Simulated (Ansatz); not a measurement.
Crystal: MoSe.

```
Mo Se
1.0
     0.00000    2.89288    2.89288
     2.89288    0.00000    2.89288
     2.89288    2.89288    0.00000
Mo Se
1 1
Direct
  0.00000 0.00000 0.00000
  0.50000 0.50000 0.50000
```

The cell was built by a generator and needn't be a form met in nature.

* Program: Ansatz 0.2.0
* Task: single point
* Functional: PBE
* Potentials or basis: all-electron LAPW, scalar-relativistic
* Cutoff: 206 eV (chosen from the basis error)
* Basis error allowed: 0.001 eV/atom
* k mesh: 8 × 8 × 8
* Occupations: fermi-dirac, width 0.05 eV
* Spin: no spin polarisation

On this cell: pressure -20.3 GPa; largest force zero by symmetry; band gap on the k mesh none (metal or under the smearing width).

The same run follows on a disturbed copy (atoms moved at random, drawn with an rms of 0.05 Å):

```
Mo Se
1.0
     0.00000    2.89288    2.89288
     2.89288    0.00000    2.89288
     2.89288    2.89288    0.00000
Mo Se
1 1
Direct
  0.99654 0.99091 0.01513
  0.49815 0.49517 0.50270
```

Q: What changes?

A: The energy (extrapolated to zero smearing) moves by -1.4 meV/atom; pressure -20.3 GPa; largest force 0.139 eV/Å; band gap on the k mesh none (metal or under the smearing width).

Forces on the atoms (eV/Å):
```
Mo   0.077  0.102 -0.055
Se  -0.077 -0.102  0.055
```

The energy falls, though the first cell shows no forces: that form is unstable against this distortion, unless noise or another electronic state is at work.

Caveats: so large a pressure means that the cell lies far from this level's equilibrium, or that cutoff or potentials fall short (some runs).
